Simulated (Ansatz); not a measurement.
# ZrC: a line through a two-coordinate scan

The task here is to estimate one member of a computed series from the others.

Computed with Ansatz 0.2.0 (DFT LDA, scalar-relativistic, plane waves, PAW, unless a step's input says otherwise).

### The structure to begin with

Symmetry: Fm-3m, No. 225, cubic system. The conventional cell has a = 4.641 Å, b = 4.641 Å, c = 4.641 Å, α = 90.00°, β = 90.00°, γ = 90.00°. Around Zr (site symmetry m-3m) lie 6 C at 2.32 Å. Around C (site symmetry m-3m) lie 6 Zr at 2.32 Å.

Coordinates:

```
Zr C
1.0
     0.00000    2.32073    2.32073
     2.32073    0.00000    2.32073
     2.32073    2.32073    0.00000
Zr C
1 1
Direct
  0.50000 0.50000 0.50000
  0.00000 0.00000 0.00000
```

This cell was relaxed beforehand with the same method: volume 12.50 Å³/atom, gap on the mesh none (metal).

### The scan

The energy is mapped over a normal mode and a strain (zone-centre modes of the cell shown) (x along [1 0 0], y along [0 1 0], z along [0 0 1] of the conventional cell).

First coordinate, amplitude of mode 4 (450 cm⁻¹), largest displacement in the unstrained cell: 7 values from −0.172 Å. Second coordinate, strain +e along z and -e/2 along x and y: 7 values from −7.00 %.

Nothing else is relaxed (the pattern is fixed in fractional coordinates). Energies count from the relaxed high-symmetry cell. Points are written as (first, second).

The modes come from a phonon run on the reference cell, made beforehand.

The patterns, per unit of each coordinate (Å):

```
atom      x1     y1     z1
 Zr1  -0.132  0.000  0.000
  C2   1.000  0.000  0.000
```

The first run:

input.yaml

```yaml
crystal:
  lattice:
    - [0.0, 2.4019541123, 2.1582776081]
    - [2.4019541123, 0.0, 2.1582776081]
    - [2.4019541123, 2.4019541123, 0.0]
  atoms:
    - { symbol: Zr, position: [0.4967462522, 0.5032537478, 0.5032537478] }
    - { symbol: C, position: [0.0247120666, -0.0247120666, -0.0247120666] }
basis:
  ecutwfc: 520.0
kpoints:
  mp_grid: { grid: [16, 16, 16] }
hamiltonian:
  xc: lda
scf:
  occupations: { method: gaussian, width: 0.15 }
output:
  forces: true
  stress: true
  eigenvalues: true
```

Launch:

```
$ ansatz run input.yaml --threads 1 --pin off --max-ram 2048MiB --backend cpu --events-out ev --progress --plain --runs-dir out
```

Steps of the session up to this table: Grid point (−0.115 Å, −7.00 %); Grid point (−0.115 Å, −4.67 %); The run at (−0.115 Å, −2.33 %); The run at (−0.115 Å, 0.00 %); Point (−0.115 Å, 2.33 %); Grid point (−0.115 Å, 4.67 %); The run at (−0.115 Å, 7.00 %).

One of the session's tables, all rows but one given; the rest of the session is left out.

```
strain +e along z and -e/2 along x and y (%)  energy (meV)  slope (meV per %)  pressure (GPa)  largest force on an atom (eV/Å)
                                       −7.00           309                −81             7.1                             0.56
                                       −4.67           161                −48             3.8                             0.72
                                       −2.33             ?                  ?               ?                                ?
                                        0.00            65                  4             1.5                             1.02
                                        2.33           100                 26             2.3                             1.19
                                        4.67           183                 45             4.4                             1.38
                                        7.00           311                 64             7.7                             1.58
```

Q: Estimate the row for strain +e along z and -e/2 along x and y (%) = −2.33 from the others.

Worked estimate for «energy (meV)». A straight line through the neighbours (−4.67, 161) and (0.00, 65) gives 161 + (65 − 161) × (−2.33 − −4.67) / (0.00 − −4.67) = 113; a parabola fitted to 4 rows on both sides gives 82.

The run gave: energy (meV): 83; slope (meV per %): −20; pressure (GPa): 2.0; largest force on an atom (eV/Å): 0.87. In «energy (meV)» the line misses by +30 and the parabola by -1.

Energies count from the relaxed high-symmetry cell. Slopes come from the forces (and the stress, where the cell changes), not from differences of energies.

What this shows: Along the line the energy is lowest at 0.00 %, 65 meV from the zero. Energies and slopes round the minimum, fitted together, put the minimum at −0.419 %, with a curvature of about 9.8 meV per %². The highest point computed, at 7.00 %, lies 246 meV above the lowest. This is one cut through a surface in two coordinates; the map's lowest point lies off it. With the other coordinates free, the energies away from the reference would be the same or lower.
